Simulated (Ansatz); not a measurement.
# ZnB4: the cost of one run

Method: DFT PBE, scalar-relativistic, plane waves, PAW, in Ansatz 0.2.0.

1 further run of the same task is left out (it didn't finish).

## Step 1: The system as given

Symmetry: P4/mmm, No. 123, tetragonal system. The conventional cell has a = 2.646 Å, b = 2.646 Å, c = 4.452 Å, α = 90.00°, β = 90.00°, γ = 90.00°. Around Zn (site symmetry 4/mmm) lie 12 B at 1.34 to 1.94 Å. B (site symmetry m2m) has 2 B at 0.75 Å as nearest neighbours.

Coordinates:

```
CELL_PARAMETERS angstrom
2.64553 0.00000 0.00000
0.00000 2.64553 0.00000
0.00000 0.00000 4.45235
ATOMIC_POSITIONS crystal
Zn 0.00000 0.00000 0.50000
B 0.35910 0.35910 0.50000
B 0.64090 0.64090 0.50000
B 0.35910 0.64090 0.50000
B 0.64090 0.35910 0.50000
```

A structure generator made this guess: random cell by space group and Wyckoff sites (P4/mmm, No. 123). The dimensions are guesses.

## Step 2: The guess as it stands, on a coarse mesh

Input file input.yaml:

```yaml
crystal:
  lattice:
    - [2.64553088, 0.0, 0.0]
    - [0.0, 2.64553088, 0.0]
    - [0.0, 0.0, 4.4523545]
  atoms:
    - { symbol: Zn, position: [0.0, 0.0, 0.5] }
    - { symbol: B, position: [0.35909823, 0.35909823, 0.5] }
    - { symbol: B, position: [0.64090177, 0.64090177, 0.5] }
    - { symbol: B, position: [0.35909823, 0.64090177, 0.5] }
    - { symbol: B, position: [0.64090177, 0.35909823, 0.5] }
basis:
  ecutwfc: 420
kpoints:
  mp_grid: { grid: [6, 6, 4] }
hamiltonian:
  xc: pbe
scf:
  occupations: { method: gaussian, width: 0.1 }
  lower_state_search: "off"
output:
  forces: true
  stress: true
  eigenvalues: true
```

Run with:

```
$ ansatz run input.yaml --threads 1 --pin off --max-ram 2560MiB --backend cpu --events-out ev --progress --plain --runs-dir out
```

**Question.** How long does this run take on 1 thread of Arm Neoverse V2, shared host, and how much memory does it need?

About 4.8 s, with a peak of 0.29 GiB.
